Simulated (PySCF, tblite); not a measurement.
# B10N10H12: electronic excitations, NMR shifts

Aim: compute the electronic excitations, NMR shifts of B10N10H12.

Programs: tblite 0.8.0 and PySCF 2.14.0, with routines of our own; each step states its level. All values are computed. Atoms count from 0.

## Step 1: The system as given

32 atoms, charge 0, multiplicity 1; geometry from: force field, distance geometry or constructed start.

## Step 2: Optimising the geometry with GFN2-xTB

What the job is given:

```
{"job": {"kind": "relax", "xc": "GFN2-xTB", "basis": "xTB"}, "charge": 0, "multiplicity": 1}
B      2.064700     0.468300     0.127200
N      1.314100     1.654400    -0.151900
B      0.921900     1.901200    -1.512600
N     -0.470800     2.064200    -1.793500
B      0.469100     2.058600     0.953300
N     -0.920000     1.903000     0.673600
B     -1.317200     1.653500    -0.695700
N     -2.056400     0.472800    -0.964600
B     -1.649100     1.315200     1.770700
N     -2.115600    -0.000800     1.499000
B     -2.061900    -0.471300     0.126700
N     -1.319800    -1.653800    -0.145000
B     -0.920100    -1.902800    -1.508600
N      0.472300    -2.060400    -1.790000
B     -0.472300    -2.054700     0.950100
N      0.914800    -1.902900     0.682500
B      1.317700    -1.649900    -0.691500
N      2.058700    -0.473500    -0.967100
B      1.651200    -1.315500     1.773600
N      2.115600     0.000900     1.500100
H      1.708700     1.980000    -2.368000
H     -0.838100     2.432500    -2.687000
H      0.886500     2.482000     1.968400
H     -2.557700     0.296200    -1.867100
H     -1.848400     1.873100     2.783900
H     -2.483500    -0.609000     2.260700
H     -1.710300    -1.973900    -2.370200
H      0.836600    -2.430400    -2.685600
H     -0.882500    -2.477000     1.959800
H      2.554600    -0.300100    -1.862200
H      1.852500    -1.869900     2.781900
H      2.475500     0.609400     2.258400
```

On the command line:

```bash
> OMP_NUM_THREADS=1 python large_run.py task.json out
```

One launch serves the whole session: the jobs run in the order shown.

What it wrote:

```text
step      E/eV     max force
  0   -1314.39747    2.567
  1   -1314.88699    1.820
  2   -1315.25244    1.301
  3   -1315.48742    0.745
  4   -1315.55454    0.454
  5   -1315.58853    0.346
  6   -1315.62151    0.315
  7   -1315.64195    0.232
  8   -1315.65843    0.233
  9   -1315.67276    0.209
 10   -1315.68929    0.251
 11   -1315.70611    0.221
 12   -1315.72131    0.282
 13   -1315.73579    0.280
 14   -1315.75144    0.243
 15   -1315.76772    0.282
 16   -1315.78224    0.240
 17   -1315.79298    0.227
 18   -1315.80206    0.208
 19   -1315.81322    0.225
 20   -1315.82709    0.281
 21   -1315.84088    0.269
 22   -1315.85173    0.158
 23   -1315.85913    0.140
 24   -1315.86492    0.164
 25   -1315.87187    0.180
 26   -1315.87916    0.138
 27   -1315.88571    0.126
 28   -1315.89140    0.146
 29   -1315.89660    0.157
 30   -1315.90097    0.113
 31   -1315.90384    0.088
 32   -1315.90553    0.092
 33   -1315.90679    0.071
 34   -1315.90781    0.055
 35   -1315.90852    0.052
 36   -1315.90905    0.047
 37   -1315.90960    0.046
 38   -1315.91028    0.050
 39   -1315.91103    0.041
 40   -1315.91169    0.042
 41   -1315.91225    0.037
 42   -1315.91289    0.066
 43   -1315.91385    0.089
 44   -1315.91525    0.098
 45   -1315.91672    0.071
 46   -1315.91765    0.044
 47   -1315.91810    0.041
 48   -1315.91847    0.036
 49   -1315.91907    0.054
 50   -1315.91988    0.064
 51   -1315.92063    0.053
 52   -1315.92104    0.032
 53   -1315.92127    0.026
 54   -1315.92149    0.026
 55   -1315.92175    0.031
 56   -1315.92198    0.028
 57   -1315.92215    0.028
 58   -1315.92230    0.025
 59   -1315.92246    0.030
 60   -1315.92262    0.024
 61   -1315.92273    0.015
```

Run time: 2 s. Hardware: 1 thread of Arm Neoverse N1, shared host; peak memory 0.16 GiB.

The steps of the relaxation:

```tsv
step	energy from step 0 (eV)	largest force (eV/Å)
0	0.0000	2.5670
1	-0.4895	1.8197
2	-0.8550	1.3008
3	-1.0899	0.7451
4	-1.1571	0.4547
5	-1.1911	0.3466
6	-1.2240	0.3149
7	-1.2445	0.2318
8	-1.2610	0.2330
12	-1.3238	0.2819
16	-1.3848	0.2399
21	-1.4434	0.2693
25	-1.4744	0.1804
30	-1.5035	0.1138
34	-1.5103	0.0548
39	-1.5136	0.0405
43	-1.5164	0.0892
48	-1.5210	0.0357
52	-1.5236	0.0320
57	-1.5247	0.0273
58	-1.5248	0.0251
59	-1.5250	0.0296
60	-1.5251	0.0233
61	-1.5253	0.0158
```

Distances of close pairs at the start and the end, largest changes first:

```tsv
bond	before (Å)	after (Å)	change (Å)
N7–H23	1.047	1.008	-0.039
N9–H25	1.042	1.007	-0.035
N19–H31	1.037	1.007	-0.030
N17–H29	1.038	1.009	-0.029
N11–B14	1.442	1.469	+0.028
N13–H27	1.035	1.008	-0.027
N3–H21	1.034	1.008	-0.026
B2–N3	1.430	1.406	-0.024
```

The end geometry stands in the next job.

## Step 3: Harmonic vibrations with GFN2-xTB

What the job is given:

```
{"job": {"kind": "ir", "xc": "GFN2-xTB", "basis": "xTB"}, "charge": 0, "multiplicity": 1}
B      2.083200     0.575710     0.084429
N      1.545008     1.887002    -0.116568
B      1.074294     2.241346    -1.447062
N     -0.301519     2.117559    -1.707727
B      0.573800     2.109553     0.963118
N     -0.773678     1.776217     0.681707
B     -1.102541     1.463365    -0.694839
N     -2.008782     0.411812    -0.980777
B     -1.601897     1.198466     1.721209
N     -2.287914     0.017796     1.394538
B     -2.084196    -0.574652     0.084120
N     -1.545631    -1.886105    -0.116252
B     -1.074407    -2.240462    -1.446744
N      0.301588    -2.116529    -1.706868
B     -0.574773    -2.108188     0.963935
N      0.772924    -1.775234     0.682988
B      1.102493    -1.462661    -0.693419
N      2.008587    -0.411073    -0.980084
B      1.601329    -1.196942     1.721870
N      2.286709    -0.016132     1.394999
H      1.826477     2.554828    -2.294862
H     -0.662739     2.248762    -2.639669
H      0.918656     2.420946     2.039397
H     -2.097078     0.099123    -1.935493
H     -1.626516     1.645335     2.803784
H     -2.694695    -0.538151     2.128843
H     -1.827108    -2.553160    -2.294790
H      0.662394    -2.247971    -2.639038
H     -0.919580    -2.419183     2.040253
H      2.097201    -0.099099    -1.935097
H      1.626165    -1.643531     2.804138
H      2.693097     0.540213     2.129170
```

What it wrote:

```text
mode    cm-1     km/mol
  1      78.1      0.00
  2      95.9      0.45
  3     109.2      0.04
  4     124.6      0.02
  5     185.7      2.88
  6     200.2      3.03
  7     224.9      3.99
  8     249.1      0.04
  9     266.9      0.23
 10     290.7      3.53
 11     302.8      6.55
 12     320.7      0.03
 13     332.6      4.20
 14     356.0      0.40
 15     361.0      1.81
 16     398.4      2.82
 17     407.3      0.04
 18     423.5      1.27
 19     439.6      5.93
 20     453.7      4.85
 21     474.1     19.58
 22     474.8      0.53
 23     527.8      1.83
 24     536.3      0.24
 25     539.7     17.71
 26     574.8      0.98
 27     607.2    182.59
 28     620.9      0.49
 29     628.1      0.21
 30     632.7     86.43
 31     640.9     16.35
 32     663.6      1.14
 33     678.2    336.28
 34     679.4     14.57
 35     696.9      3.66
 36     711.9     26.72
 37     735.0      1.51
 38     737.0    122.68
 39     755.4      2.46
 40     763.1     39.53
 41     774.1     23.97
 42     776.9    304.37
 43     783.8     32.56
 44     789.6      2.76
 45     799.5     78.03
 46     807.2      0.59
 47     911.0      0.91
 48     914.8     12.42
 49     974.6      5.87
 50     979.6     14.83
 51     997.5     20.62
 52    1003.0      0.74
 53    1034.4      0.91
 54    1037.7      7.16
 55    1067.6      7.54
 56    1075.6     14.98
 57    1082.4     24.93
 58    1090.5     63.40
 59    1115.6      1.75
 60    1119.6     20.07
 61    1159.5      9.97
 62    1171.0     26.04
 63    1179.3     26.45
 64    1196.4      2.38
 65    1196.7     21.56
 66    1211.6     30.63
 67    1219.5    152.22
 68    1236.9    161.17
 69    1242.7      0.90
 70    1269.5     32.59
 71    1280.0      1.84
 72    1296.7     98.71
 73    1310.4     56.66
 74    1326.9   1362.57
 75    1347.4   1212.55
 76    1349.5      2.13
 77    1351.6      2.96
 78    1419.0   2015.62
 79    2561.9    256.17
 80    2564.9    261.77
 81    2594.3    101.86
 82    2595.6     92.58
 83    2612.5    159.12
 84    2617.4    386.97
 85    3458.0      0.90
 86    3459.3      0.87
 87    3459.9      3.86
 88    3461.2      6.13
 89    3482.9      0.03
 90    3483.5      0.03
```

It took 5.8 s on 1 thread of Arm Neoverse N1, shared host; peak memory 0.16 GiB.

Which atoms move in the most intense modes:

```tsv
cm⁻¹	km/mol	atoms
678	336.3	H23 35 %, H29 23 %, N7 11 %
777	304.4	H30 21 %, H24 19 %, B18 10 %
1327	1362.6	B16 12 %, B6 12 %
1347	1212.5	
1419	2015.6	B6 14 %, B16 14 %
2562	256.2	H26 88 %
2565	261.8	H20 88 %
2617	387.0	H30 73 %, H24 13 %
```

## Step 4: Electronic excitations: TDDFT PBE0/6-31G*

The job, as its differences from that of step 3:

```diff
@@ -1,2 +1,2 @@
-{"job": {"kind": "ir", "xc": "GFN2-xTB", "basis": "xTB"}, "charge": 0, "multiplicity": 1}
+{"job": {"kind": "uv", "basis": "6-31G*", "grid": 1, "kgrid": 0, "vcut": 1.5, "nstates": 6, "ntriplets": 2, "tda": false, "delta": [], "pop": true, "xc": "PBE0"}, "charge": 0, "multiplicity": 1}
 B      2.083200     0.575710     0.084429
```

Level: TDDFT PBE0/6-31G*, vertical, gas phase, core orbitals frozen in the response, virtual orbitals cut by energy.

What it wrote:

```text
start: PBE on a coarse grid of 26906 points
cycle   1  E = -802.8040004627  dE =  3.345e+00  |g| = 1.221e+00  |ddm| = 6.092e+00
cycle   2  E = -802.1274466349  dE =  6.766e-01  |g| = 2.097e+00  |ddm| = 3.228e+00
cycle   3  E = -803.1424999036  dE = -1.015e+00  |g| = 1.918e-01  |ddm| = 2.239e+00
cycle   4  E = -803.1512265185  dE = -8.727e-03  |g| = 8.062e-02  |ddm| = 2.605e-01
cycle   5  E = -803.1525726415  dE = -1.346e-03  |g| = 3.136e-02  |ddm| = 8.576e-02
cycle   6  E = -803.1527774517  dE = -2.048e-04  |g| = 1.145e-02  |ddm| = 3.711e-02
cycle   7  E = -803.1528091667  dE = -3.171e-05  |g| = 2.216e-03  |ddm| = 1.178e-02
final grid: 118525 points
cycle   8  E = -803.0834215548  dE = -1.306e-02  |g| = 3.297e-02  |ddm| = 4.970e-01
cycle   9  E = -803.0835869405  dE = -1.654e-04  |g| = 2.357e-02  |ddm| = 6.204e-02
cycle  10  E = -803.0837198760  dE = -1.329e-04  |g| = 7.453e-03  |ddm| = 3.037e-02
cycle  11  E = -803.0837297152  dE = -9.839e-06  |g| = 2.389e-03  |ddm| = 7.621e-03
cycle  12  E = -803.0837329614  dE = -3.246e-06  |g| = 8.250e-04  |ddm| = 2.762e-03
cycle  13  E = -803.0837328971  dE =  6.428e-08  |g| = 2.442e-04  |ddm| = 8.619e-04
cycle  14  E = -803.0837318576  dE =  1.039e-06  |g| = 5.071e-05  |ddm| = 2.458e-04
converged SCF energy = -803.0837318576

Static polarisability (au): isotropic 150.821, principal 131.158 157.683 163.623

Singlet excitations
state   eV       nm        f      main configurations
  1   5.4366    228.1   0.01880   H->L 0.94
  2   5.4975    225.5   0.00052   H->L+1 0.71, H->L+3 0.22
  3   5.5740    222.4   0.01049   H->L+3 0.66, H->L+1 0.23
  4   5.7209    216.7   0.06085   H->L+2 0.87
  5   6.2181    199.4   0.00025   H-1->L 0.71
  6   6.2662    197.9   0.00462   H-1->L+1 0.81

Triplet excitations (Tamm-Dancoff, eV): 5.1367 5.1751
```

It took 1.9 min on 1 thread of Arm Neoverse N1, shared host; peak memory 0.64 GiB.

The orbitals next to the gap, with their largest atomic shares:

```tsv
orbital	eV	atoms
HOMO−4	-7.94	N15 15 %, N5 15 %, N7 11 %
HOMO−3	-7.62	N9 17 %, N19 17 %, N17 10 %
HOMO−2	-7.43	N11 19 %, N1 19 %, N17 14 %
HOMO−1	-7.18	N19 17 %, N9 17 %, N13 10 %
HOMO	-6.44	N11 20 %, N1 20 %, N17 10 %
LUMO	0.17	B12 15 %, B2 15 %, B8 13 %
LUMO+1	0.26	B4 21 %, B14 21 %, B16 9 %
LUMO+2	0.37	B4 21 %, B14 21 %, B10 6 %
LUMO+3	0.41	B12 20 %, B2 20 %, B0 14 %
```

With each of the 6 states as a Gaussian band of 0.4 eV half-width at 1/e, the curve within the window shown has maxima at 219 nm (ε 3,400) L/(mol cm). Beyond the last state computed it falls off for lack of states. The curve at chosen wavelengths:

nm, ε (L/mol/cm) and a bar:
```
      189        141 
      192        236 #
      194        327 ##
      197        523 ####
      200        819 ######
      202       1079 #########
      205       1560 #############
      208       2107 ##################
      210       2471 ######################
      213       2952 ##########################
      216       3281 #############################
      218       3389 ##############################
      221       3374 ##############################
      224       3168 ############################
      227       2819 #########################
      229       2538 ######################
      232       2088 ##################
      235       1647 ##############
      237       1377 ############
      240       1021 ########
      243        732 ######
      245        577 ####
      248        393 ##
      251        261 #
      253        195 #
      256        124
```

Leading natural transition orbitals of singlet state 4: the hole lies on N1, N11 about 21 % each; N7, N17 about 9 % each; N5, N15 about 7 % each; the particle on B4, B14 about 19 % each.

Leading natural transition orbitals of singlet state 1: the hole lies on N1, N11 about 21 % each; N7, N17 about 9 % each; N5, N15 about 7 % each; the particle on B2, B12 about 12 % each; B8, B18 about 9 % each.

Further results of this job:

```tsv
property	computed
dipole moment (D)	3.01
polarisability (Å³)	22.35
HOMO–LUMO gap (eV)	6.61
−ε(HOMO) (eV)	6.44
```

The fields below are evaluated on a grid from the run's orbitals.

Frontier orbitals at PBE0/6-31G*, with the share of their density that lies nearest to each atom:

```tsv
orbital	energy (eV)	lies on
HOMO	-6.44	N1, N11 about 20 % each; N7, N17 about 10 % each; N5, N15 about 7 % each
LUMO	0.17	4 B atoms about 10 % each; B6, B16 about 6 % each
```

ELF in a plane through or near 9 of the atoms.

Values, 10 rows by 14 columns:
```
0.00 0.00 0.00 0.00 0.00 0.00 0.00 0.00 0.00 0.00 0.00 0.00 0.00 0.00
0.00 0.00 0.00 0.00 0.00 0.00 0.00 0.00 0.01 0.00 0.00 0.00 0.00 0.00
0.00 0.00 0.00 0.03 0.00 0.10 0.12 0.02 0.97 0.94 0.01 0.00 0.00 0.00
0.00 0.00 0.01 0.02 0.01 0.97 0.91 0.06 0.72 0.76 0.38 0.05 0.00 0.00
0.00 0.00 0.00 0.07 0.15 0.76 0.22 0.35 0.42 0.53 0.36 0.04 0.00 0.00
0.00 0.00 0.03 0.29 0.32 0.28 0.14 0.51 0.60 0.65 0.09 0.01 0.00 0.00
0.00 0.00 0.00 0.01 0.36 0.32 0.87 0.11 0.70 0.35 0.29 0.14 0.00 0.00
0.00 0.00 0.00 0.10 0.94 0.68 0.22 0.97 0.79 0.02 0.57 0.19 0.00 0.00
0.00 0.00 0.00 0.00 0.01 0.00 0.15 0.98 0.86 0.00 0.00 0.00 0.00 0.00
0.00 0.00 0.00 0.00 0.00 0.00 0.00 0.00 0.00 0.00 0.00 0.00 0.00 0.00
```
The map spans 11.5 Å across and 10.8 Å up, centred on the molecule. Atoms in the plane (x, y in Å): N3 (1.6, 1.7), N5 (1.0, -0.7), B6 (0.6, 0.7), N7 (-0.8, 1.0), B8 (0.1, -1.7), N9 (-1.3, -1.4), H21 (1.5, 2.6), H23 (-1.1, 1.9), H25 (-2.0, -2.1).

On the surface of density 0.002 e/bohr³ the electrostatic potential runs, from the 1st to the 99th percentile, from -1.03 V near N1 to 2.04 V near H21.

## Step 5: NMR shifts: GIAO KT3/pcSseg-1

The job, as its differences from that of step 4:

```diff
@@ -1,2 +1,2 @@
-{"job": {"kind": "uv", "basis": "6-31G*", "grid": 1, "kgrid": 0, "vcut": 1.5, "nstates": 6, "ntriplets": 2, "tda": false, "delta": [], "pop": true, "xc": "PBE0"}, "charge": 0, "multiplicity": 1}
+{"job": {"kind": "nmr", "xc": "KT3", "basis": "pcSseg-1", "pop": false}, "charge": 0, "multiplicity": 1}
 B      2.083200     0.575710     0.084429
```

Method: GIAO KT3/pcSseg-1 NMR shielding, non-relativistic, gas phase.

What it wrote:

```text
start: PBE on a coarse grid of 26906 points
cycle   1  E = -802.4889677675  dE =  3.270e+00  |g| = 1.223e+00  |ddm| = 5.655e+00
cycle   2  E = -801.7680482294  dE =  7.209e-01  |g| = 2.164e+00  |ddm| = 3.198e+00
cycle   3  E = -802.8155753847  dE = -1.048e+00  |g| = 1.976e-01  |ddm| = 2.349e+00
cycle   4  E = -802.8246322262  dE = -9.057e-03  |g| = 8.173e-02  |ddm| = 2.791e-01
cycle   5  E = -802.8259923684  dE = -1.360e-03  |g| = 2.991e-02  |ddm| = 7.853e-02
cycle   6  E = -802.8261573118  dE = -1.649e-04  |g| = 1.348e-02  |ddm| = 3.369e-02
cycle   7  E = -802.8262002595  dE = -4.295e-05  |g| = 2.158e-03  |ddm| = 1.209e-02
final grid: 250996 points
cycle   8  E = -816.7977180038  dE = -4.037e-02  |g| = 1.371e-01  |ddm| = 5.006e-01
cycle   9  E = -816.7898608303  dE =  7.857e-03  |g| = 2.335e-01  |ddm| = 2.910e-01
cycle  10  E = -816.8018555674  dE = -1.199e-02  |g| = 1.349e-02  |ddm| = 1.864e-01
cycle  11  E = -816.8018976999  dE = -4.213e-05  |g| = 6.081e-03  |ddm| = 2.178e-02
cycle  12  E = -816.8019058796  dE = -8.180e-06  |g| = 2.254e-03  |ddm| = 7.150e-03
cycle  13  E = -816.8019051544  dE =  7.252e-07  |g| = 5.634e-04  |ddm| = 2.621e-03
cycle  14  E = -816.8019069503  dE = -1.796e-06  |g| = 1.636e-04  |ddm| = 6.606e-04
cycle  15  E = -816.8019057345  dE =  1.216e-06  |g| = 7.342e-05  |ddm| = 2.098e-04
converged SCF energy = -816.8019057345

GIAO shielding tensors (ppm)
atom      isotropic    diamagn.    paramagn.     s11        s22        s33       span
  0 B       77.915     211.696    -133.781     61.604     67.749    104.391     42.787
  1 N      113.032     345.213    -232.181     48.429     76.738    213.930    165.501
  2 B       71.857     206.903    -135.046     45.513     56.964    113.093     67.580
  3 N      132.262     333.019    -200.757     29.364    164.038    203.383    174.019
  4 B       71.076     206.528    -135.452     46.202     58.043    108.982     62.780
  5 N       92.546     343.305    -250.760     10.723     39.438    227.475    216.752
  6 B       79.603     211.022    -131.419     56.845     74.991    106.972     50.127
  7 N      139.844     338.938    -199.094     68.709    142.897    207.925    139.216
  8 B       74.088     203.423    -129.335     48.594     64.955    108.717     60.123
  9 N      132.701     334.806    -202.105     38.752    151.085    208.267    169.515
 10 B       77.891     211.701    -133.810     61.593     67.711    104.369     42.776
 11 N      112.960     345.213    -232.253     48.363     76.632    213.885    165.522
 12 B       71.849     206.913    -135.064     45.492     56.986    113.069     67.576
 13 N      132.219     333.014    -200.795     29.286    164.033    203.340    174.054
 14 B       71.080     206.524    -135.444     46.214     58.042    108.984     62.770
 15 N       92.609     343.305    -250.696     10.842     39.450    227.536    216.694
 16 B       79.602     211.023    -131.421     56.842     74.986    106.976     50.134
 17 N      139.813     338.935    -199.122     68.682    142.912    207.844    139.162
 18 B       74.086     203.420    -129.334     48.582     64.943    108.735     60.153
 19 N      132.717     334.812    -202.096     38.788    151.121    208.241    169.453
 20 H       26.807      33.286      -6.479     24.864     26.335     29.222      4.358
 21 H       26.735      34.956      -8.221     23.473     25.259     31.473      8.000
 22 H       26.747      35.480      -8.734     24.895     26.486     28.859      3.964
 23 H       28.429      40.920     -12.491     25.623     28.034     31.630      6.006
 24 H       27.177      32.554      -5.377     25.044     26.720     29.766      4.722
 25 H       26.887      34.442      -7.555     23.540     25.527     31.593      8.054
 26 H       26.803      33.286      -6.483     24.861     26.331     29.217      4.357
 27 H       26.733      34.956      -8.223     23.470     25.258     31.470      8.000
 28 H       26.748      35.481      -8.733     24.895     26.490     28.860      3.965
 29 H       28.425      40.915     -12.490     25.619     28.032     31.624      6.005
 30 H       27.182      32.562      -5.379     25.051     26.725     29.771      4.720
 31 H       26.887      34.446      -7.559     23.540     25.528     31.593      8.053
```

Wall time 93 s (1 thread of Arm Neoverse N1, shared host); peak memory 0.64 GiB.

The references, computed at this level on geometries of the same kind, shield at (ppm): 1H TMS 31.76, 15N NH3 264.4, 11B BF3·OEt2 100.0. Their shielding less the atom's gives the shift. The references are single molecules in the gas phase, so shifts against H2O, NH3, PH3, H3PO4 or CFCl3 are not on the usual liquid scales and can be off by tens of ppm. Atoms listed in one row are averaged.

```tsv
atoms	environment	σ (ppm)	δ (ppm)
H21, H27	hydrogen on a nitrogen bonded to 2 B	26.73	5.03
H22, H28	hydrogen on a boron bonded to 2 N	26.75	5.01
H20, H26	hydrogen on a boron bonded to 2 N	26.80	4.96
H25, H31	hydrogen on a nitrogen bonded to 2 B	26.89	4.87
H24, H30	hydrogen on a boron bonded to 2 N	27.18	4.58
H23, H29	hydrogen on a nitrogen bonded to 2 B	28.43	3.33
B4, B14	boron bonded to 2 N, H	71.1	28.9
B2, B12	boron bonded to 2 N, H	71.9	28.1
B8, B18	boron bonded to 2 N, H	74.1	25.9
B0, B10	boron bonded to 3 N	77.9	22.1
B6, B16	boron bonded to 3 N	79.6	20.4
N5, N15	nitrogen bonded to 3 B	92.6	171.8
N1, N11	nitrogen bonded to 3 B	113.0	151.4
N3, N13	nitrogen bonded to 2 B, H	132.2	132.2
N9, N19	nitrogen bonded to 2 B, H	132.7	131.7
N7, N17	nitrogen bonded to 2 B, H	139.8	124.6
```

Ring of atoms B0, N15, B16, N17, B18, N19: NICS(0) -2.8, NICS(1) -2.7, NICS(1)zz -2.9 ppm (means of both faces; NICS(1) differs between them: -3.9 and -1.4).

Ring of atoms N1, B2, N3, B4, N5, B6: NICS(0) -1.8, NICS(1) -2.5, NICS(1)zz -4.4 ppm (means of both faces).

## Step 6: What came out

| quantity | value |
| --- | --- |
| strongest single infrared mode (GFN2-xTB) | 1419 cm⁻¹, 2016 km/mol |
| zero-point energy (GFN2-xTB) | 138.0 kcal/mol |
| lowest singlet (PBE0/6-31G*) | 5.44 eV (228 nm), f = 0.019 |
| brightest single state of those computed | state 4, 5.72 eV, f = 0.061 |
| lowest triplet | 5.14 eV |
| surface potential, 1st and 99th percentile | -1.03 V and 2.04 V |
| 1H shifts against TMS (KT3/pcSseg-1, means over atoms taken as alike) | 5.03, 5.01, 4.96, 4.87, 4.58, 3.33 ppm |
| 11B shifts against BF3·OEt2 (KT3/pcSseg-1, means over atoms taken as alike) | 28.9, 28.1, 25.9, 22.1, 20.4 ppm |
| 15N shifts against NH3 (KT3/pcSseg-1, means over atoms taken as alike) | 171.8, 151.4, 132.2, 131.7, 124.6 ppm |

No mode is imaginary among the 90: a minimum at this level. The strongest single mode, at 1419 cm⁻¹, is spread over many atoms; the largest shares are those of B6, B16. Unscaled tight-binding wavenumbers are off by several per cent, some by more. Its intensities can rank the bands wrongly. The first singlet state (HOMO→LUMO 0.94) lies at 5.44 eV and is weak; of the 6 states computed, the strongest absorption comes from state 4 at 5.72 eV. The lowest triplet lies 0.30 eV below the lowest singlet (triplets in Tamm-Dancoff, singlets in full TDDFT). At KT3/pcSseg-1: The widest tensor belongs to N5, N15: span 217 ppm, with a paramagnetic part of -251 ppm.
